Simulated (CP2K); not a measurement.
# CH7AlSeSi (SMILES [AlH2][CH2][Se][SiH3]): levels of theory compared

We compute a comparison of 3 runs (PM3, GFN0-xTB, GFN1-xTB) of CH7AlSeSi. 

Program for the calculation: CP2K 2026.2.

1 further run of the same task is left out (set aside as unsound or not needed).

## Step 1: Starting point

The species is CH7AlSeSi (11 atoms), meant as a singlet with charge 0. As SMILES, `[AlH2][CH2][Se][SiH3]`. Geometry: a rough force-field guess. This is one conformer, not always the lowest.

Bond lengths: Al1–C2 1.945 Å, C2–Se3 1.915 Å, Se3–Si4 2.256 Å, Al1–H5 1.574 Å, Al1–H6 1.638 Å, C2–H7 1.084 Å, C2–H8 1.114 Å, Si4–H9 1.549 Å, Si4–H10 1.443 Å, Si4–H11 1.447 Å. Some angles: Al1–C2–Se3 108.0°, C2–Se3–Si4 94.1°, Al1–C2–H7 110.5°, Al1–C2–H8 107.9°, Se3–C2–H7 108.8°, Se3–C2–H8 108.7°, C2–Al1–H5 120.9°, C2–Al1–H6 118.7°, Se3–Si4–H9 106.2°, Se3–Si4–H10 112.8°.

## Step 2: Energy and gradient at PM3 (run 1)

cp2k_ase.py

```python
import numpy as np
from ase import Atoms
from ase.calculators.cp2k import CP2K

atoms = Atoms(['Al', 'C', 'Se', 'Si', 'H', 'H', 'H', 'H', 'H', 'H', 'H'],
              positions=[(-0.531700, 2.486500, -0.427500),
                         (-0.480900, 0.546900, -0.285800),
                         (0.991800, 0.075500, 0.844200),
                         (0.667300, -2.145000, 0.616600),
                         (0.329000, 3.389400, 0.532500),
                         (-0.713000, 3.162200, -1.908200),
                         (-1.396700, 0.175000, 0.159300),
                         (-0.296800, 0.133900, -1.303600),
                         (-0.754700, -2.431200, 1.161500),
                         (1.581300, -2.929100, 1.411800),
                         (0.669800, -2.521200, -0.780200)])
atoms.set_cell([11.0, 14.3, 11.3])
atoms.center()
cp2k_input = """
&FORCE_EVAL
    METHOD QUICKSTEP
    &DFT
        &QS
            METHOD PM3
            EPS_DEFAULT 1.0E-10
            &SE
                &COULOMB
                    CUTOFF [angstrom] 50
                    RC_RANGE [angstrom] 0
                &END COULOMB
                &EXCHANGE
                    CUTOFF [angstrom] 50
                    RC_RANGE [angstrom] 0
                &END EXCHANGE
            &END SE
        &END QS
        &POISSON
            PERIODIC NONE
            POISSON_SOLVER ANALYTIC
        &END POISSON
        &SCF
            SCF_GUESS ATOMIC
            EPS_SCF 1.0E-06
            MAX_SCF 100
            ADDED_MOS 8
            LEVEL_SHIFT 0.3
            MAX_DIIS 8
            &DIAGONALIZATION
                ALGORITHM STANDARD
            &END DIAGONALIZATION
            &MIXING
                METHOD DIRECT_P_MIXING
                ALPHA 0.4
            &END MIXING
        &END SCF
        &PRINT
            &MOMENTS
                PERIODIC F
                REFERENCE COM
                MAX_MOMENT 1
            &END MOMENTS
            &MO ON
                ENERGIES T
                OCCUPATION_NUMBERS T
                NDIGITS 6
                &EACH
                    QS_SCF 0
                &END EACH
                ADD_LAST NUMERIC
            &END MO
            &HIRSHFELD OFF
            &END HIRSHFELD
        &END PRINT
    &END DFT
    &SUBSYS
    &END SUBSYS
&END FORCE_EVAL
"""
calculator = CP2K(command="cp2k.psmp -s", label="qs", inp=cp2k_input, basis_set=None, basis_set_file=None, potential_file=None, pseudo_potential=None, xc=None, cutoff=None, max_scf=None, charge=None, uks=False,
            force_eval_method=None, print_level="LOW", poisson_solver=None, stress_tensor=False)
atoms.calc = calculator
print("E / eV:", round(atoms.get_potential_energy(), 6))
forces = atoms.get_forces()
print(np.array2string(forces, precision=5, suppress_small=True))
print("largest force / (eV/A): %.4f" % np.linalg.norm(forces, axis=1).max())
```

On the command line:

```sh
$ OMP_NUM_THREADS=1 python cp2k_ase.py
```

Log:

```text
E / eV: -540.650445
[[ 0.99874 -0.46214 -0.80968]
 [ 0.23641  1.04187 -0.69317]
 [ 0.29979  1.78516  0.21761]
 [-1.35551 -1.27835  0.50066]
 [-0.4311  -0.23177 -0.23429]
 [-0.1057  -0.45181  1.2624 ]
 [-0.40971 -0.1567  -0.22151]
 [-0.42757  0.09593  0.55037]
 [ 0.66453  0.10334 -0.28599]
 [ 0.42855 -0.25285  0.19529]
 [ 0.10157 -0.19268 -0.48169]]
largest force / (eV/A): 1.9293
```

qs.out:

```text
CP2K| version string:                                       CP2K version 2026.2
 CP2K| Input file name                                                    qs.inp

[... 16 lines left out ...]
 *** WARNING in qs_kind_types.F:2264 :: Information provided in the input ***
[... 8 lines left out ...]
 *** WARNING in qs_kind_types.F:2264 :: Information provided in the input ***
[... 95 lines left out ...]
  *** SCF run converged in    34 steps ***
[... 23 lines left out ...]
 SE_DIPOLE| Dipole type                                             non-periodic
[... 2 lines left out ...]
 SE_DIPOLE| Derivative [a.u.]       0.00000000       0.00000000       0.00000000
[... 27 lines left out ...]
 -------------------------------------------------------------------------------
```

Run time: 1.4 s. Hardware: 1 thread of Intel Xeon 6975P-C (Granite Rapids), shared host; peak memory 0.18 GiB.

## Step 3: Energy and gradient at GFN0-xTB (run 2)

molecule.inp

```
&GLOBAL
  PROJECT_NAME molecule
  RUN_TYPE ENERGY_FORCE
  PRINT_LEVEL MEDIUM
&END

&FORCE_EVAL
  METHOD QS
  &DFT
    # Quickstep
    &QS
      METHOD XTB
      EPS_DEFAULT 1.0E-10
      &XTB
        GFN_TYPE 0
        CHECK_ATOMIC_CHARGES F
      &END
    &END
    # isolated system
    &POISSON
      PERIODIC NONE
      POISSON_SOLVER ANALYTIC
    &END
    &SCF
      SCF_GUESS ATOMIC
      EPS_SCF 1.0E-07
      MAX_SCF 150
      ADDED_MOS 2
      &DIAGONALIZATION
        ALGORITHM STANDARD
      &END
      &MIXING
        METHOD DIRECT_P_MIXING
        ALPHA 0.4
      &END
      &SMEAR ON
        METHOD FERMI_DIRAC
        ELECTRONIC_TEMPERATURE [K] 300
      &END
    &END
    # extra output
    &PRINT
      &MOMENTS
        PERIODIC F
        REFERENCE COM
        MAX_MOMENT 1
      &END
      &MO ON
        ENERGIES T
        OCCUPATION_NUMBERS T
        NDIGITS 6
        &EACH
          QS_SCF 0
        &END
        ADD_LAST NUMERIC
      &END
      &HIRSHFELD OFF
      &END
    &END
  &END
  # structure
  &SUBSYS
    # vacuum box
    &CELL
      ABC 11 14.3 11.3
      PERIODIC NONE
    &END
    &COORD
      Al    -0.531700     2.486500    -0.427500
      C     -0.480900     0.546900    -0.285800
      Se     0.991800     0.075500     0.844200
      Si     0.667300    -2.145000     0.616600
      H      0.329000     3.389400     0.532500
      H     -0.713000     3.162200    -1.908200
      H     -1.396700     0.175000     0.159300
      H     -0.296800     0.133900    -1.303600
      H     -0.754700    -2.431200     1.161500
      H      1.581300    -2.929100     1.411800
      H      0.669800    -2.521200    -0.780200
    &END
    &TOPOLOGY
      &CENTER_COORDINATES
      &END
    &END
  &END
  # extra output
  &PRINT
    &FORCES ON
    &END
  &END
&END
```

On the command line:

```sh
$ OMP_NUM_THREADS=1 cp2k.psmp -i molecule.inp -o molecule.out
```

Log:

```text
CP2K| version string:                                       CP2K version 2026.2
[...]
 GLOBAL| Method name                                                        CP2K
[...]
 GLOBAL| Run type                                                   ENERGY_FORCE
[...]
                             - Atoms:                                         11
[...]
                             - Spherical basis functions:                     45
[...]
 Number of electrons:                                                         24
[...]
  Fermi energy:                                                -0.30706556990849
[...]
 TB_DIPOLE| Moment [Debye]         -1.71894165      -0.82029504      -0.54543997
 TB_DIPOLE| Derivative [a.u.]       0.00000000       0.00000000       0.00000000
[...]
 ENERGY| Total FORCE_EVAL ( QS ) energy [hartree]            -12.474831724720135
 FORCES| Atomic forces [hartree/bohr]
 FORCES|   Atom     x               y               z               |f|
 FORCES|      1  6.54390578E-03  1.32056466E-02 -1.40639942E-02   2.03717387E-02
 FORCES|      2 -4.07946827E-03  9.56691285E-03 -1.29687951E-02   1.66240046E-02
 FORCES|      3  1.57805845E-02 -2.88016873E-03  1.11506679E-02   1.95361105E-02
 FORCES|      4 -2.35727707E-02 -9.85665451E-03  7.16470851E-03   2.65360548E-02
 FORCES|      5 -5.88391294E-03 -1.82206615E-03 -5.03474133E-03   7.95543693E-03
 FORCES|      6  5.05027513E-04 -3.07762450E-03  1.43214892E-02   1.46571442E-02
 FORCES|      7 -2.79028248E-03 -9.99599164E-03 -4.42975260E-03   1.12839813E-02
 FORCES|      8 -7.50361196E-03  2.45245397E-05  1.19167174E-02   1.40823630E-02
 FORCES|      9  1.79782933E-02  3.54627025E-03 -7.48330406E-03   1.97938097E-02
 FORCES|     10  1.97179366E-03  1.25462708E-03 -3.94271547E-04   2.37012856E-03
 FORCES|     11  1.05044155E-03  3.45241924E-05 -1.78724192E-04   1.06609648E-03
 FORCES| Sum    -7.13405029E-17 -1.61105667E-16  5.49419451E-17
 FORCES| Total atomic force                                       1.84561969E-16
[...]
```

Run time: 0.92 s. Hardware: 1 thread of Intel Xeon 6975P-C (Granite Rapids), shared host; peak memory 0.18 GiB.

## Step 4: Energy and forces at GFN1-xTB (run 3)

molecule.xyz

```xyz
11

Al    -0.531700     2.486500    -0.427500
C     -0.480900     0.546900    -0.285800
Se     0.991800     0.075500     0.844200
Si     0.667300    -2.145000     0.616600
H      0.329000     3.389400     0.532500
H     -0.713000     3.162200    -1.908200
H     -1.396700     0.175000     0.159300
H     -0.296800     0.133900    -1.303600
H     -0.754700    -2.431200     1.161500
H      1.581300    -2.929100     1.411800
H      0.669800    -2.521200    -0.780200
```

qs.inp

```
&FORCE_EVAL
   METHOD Quickstep
   &DFT
      CHARGE 0
      MULTIPLICITY 1
      ! Quickstep
      &QS
         METHOD XTB
         EPS_DEFAULT 1.0E-10
         &XTB
            GFN_TYPE 1
            CHECK_ATOMIC_CHARGES F
         &END XTB
      &END QS
      ! isolated system
      &POISSON
         PERIODIC NONE
         POISSON_SOLVER ANALYTIC
      &END POISSON
      ! self-consistent field
      &SCF
         SCF_GUESS ATOMIC
         EPS_SCF 1.0E-06
         MAX_SCF 150
         ADDED_MOS 2
         &DIAGONALIZATION
            ALGORITHM STANDARD
         &END DIAGONALIZATION
         &MIXING
            METHOD BROYDEN_MIXING
            ALPHA 0.2
            NBUFFER 8
         &END MIXING
      &END SCF
      &PRINT
         &MOMENTS
            PERIODIC F
            REFERENCE COM
            MAX_MOMENT 1
         &END MOMENTS
         &MO ON
            ENERGIES T
            OCCUPATION_NUMBERS T
            NDIGITS 6
            &EACH
               QS_SCF 0
            &END EACH
            ADD_LAST NUMERIC
         &END MO
         &HIRSHFELD OFF
         &END HIRSHFELD
      &END PRINT
   &END DFT
   &SUBSYS
      &CELL
         ABC [angstrom] 19 22.3 19.3
         PERIODIC NONE
      &END CELL
      &TOPOLOGY
         COORD_FILE_NAME molecule.xyz
         COORD_FILE_FORMAT XYZ
         &CENTER_COORDINATES
         &END CENTER_COORDINATES
      &END TOPOLOGY
   &END SUBSYS
   &PRINT
      &FORCES ON
      &END FORCES
   &END PRINT
&END FORCE_EVAL

&GLOBAL
   PROJECT_NAME qs
   RUN_TYPE ENERGY_FORCE
   PRINT_LEVEL LOW
&END GLOBAL
```

On the command line:

```sh
$ OMP_NUM_THREADS=1 cp2k.psmp -i qs.inp > qs.out 2>&1
```

Log:

```text
CP2K| version string:                                       CP2K version 2026.2
[...]
 GLOBAL| Method name                                                        CP2K
[...]
 GLOBAL| Run type                                                   ENERGY_FORCE
[...]
                             - Atoms:                                         11
[...]
                             - Spherical basis functions:                     45
[...]
 Number of electrons:                                                         24
[...]
     1 NoMix/Diag. 0.20E+00    0.0     0.30870898       -12.3566995742 -1.24E+01
[...]
    30 Broy./Diag. 0.20E+00    0.0     0.00000032       -12.3738013649  4.58E-08
  *** SCF run converged in    30 steps ***
[...]
 TB_DIPOLE| Moment [Debye]         -0.13244619      -0.13475946       0.35549258
 TB_DIPOLE| Derivative [a.u.]       0.00000000       0.00000000       0.00000000
[...]
 ENERGY| Total FORCE_EVAL ( QS ) energy [hartree]            -12.373801456435976
 FORCES| Atomic forces [hartree/bohr]
 FORCES|   Atom     x               y               z               |f|
 FORCES|      1  1.86264307E-02  1.10299150E-02 -1.47617639E-02   2.62013858E-02
 FORCES|      2 -1.26680012E-02  2.14253545E-03 -1.81925317E-02   2.22718863E-02
 FORCES|      3  2.13145509E-02 -1.61821283E-02  1.44108396E-02   3.03947965E-02
 FORCES|      4 -2.64309788E-02  1.81523736E-02  1.19746931E-02   3.42271615E-02
 FORCES|      5 -5.56433293E-03 -9.13908480E-04  2.47358957E-03   6.15757055E-03
 FORCES|      6 -4.52113507E-03 -3.54094061E-03  1.07451116E-02   1.21834456E-02
 FORCES|      7 -5.32589494E-03 -9.21033624E-03 -6.05220043E-03   1.22402851E-02
 FORCES|      8 -1.00965583E-02  9.92382139E-04  1.05755859E-02   1.46549763E-02
 FORCES|      9  2.14705588E-02  8.57324765E-04 -9.84925474E-03   2.36374221E-02
 FORCES|     10  2.51084669E-03 -1.27742553E-04 -6.73157154E-04   2.60265438E-03
 FORCES|     11  6.84514031E-04 -3.19947476E-03 -6.50912033E-04   3.33599830E-03
 FORCES| Sum     2.34512930E-16  3.72965547E-17 -2.30935063E-17
 FORCES| Total atomic force                                       2.38580505E-16
[...]
```

It took 1 s on 1 thread of Intel Xeon 6975P-C (Granite Rapids), shared host; peak memory 0.19 GiB.

## Step 5: The series

```tsv
run	level	SCF convergence threshold	iteration cap	energy (Eh)	dipole moment (D)	HOMO energy (eV)	LUMO energy (eV)	wall time
1	PM3	1e-06	100	-19.868539	2.46	-8.77	-2.66	1.4 s
2	GFN0-xTB	1e-07	150	-12.474832	1.98	-11.02	-7.46	0.92 s
3	GFN1-xTB	1e-06	150	-12.373801	0.40	-11.00	-6.69	1 s
```

## Step 6: Outcome

| quantity | value |
| --- | --- |
| run 3: total energy | -12.37380 Eh |
| run 3: dipole moment (from atomic charges alone) | 0.40 D |
| run 3: HOMO energy | -11.00 eV |
| run 3: LUMO energy | -6.69 eV |
| run 3: HOMO–LUMO gap | 4.31 eV |
| run 3: dispersion energy | -10.93 kJ/mol |
| run 3: largest force on an atom | 1.760 eV/Å |

In words: The dipole moment (its size) runs from 0.40 D (GFN1-xTB) to 2.46 D (PM3). Some of these are taken from atomic charges alone. The HOMO–LUMO gap runs from 3.56 eV (GFN0-xTB) to 6.11 eV (PM3). Force-field and semi-empirical energies have zeros of their own, so their totals don't compare. All runs together took 3.4 s, the longest 1.4 s.
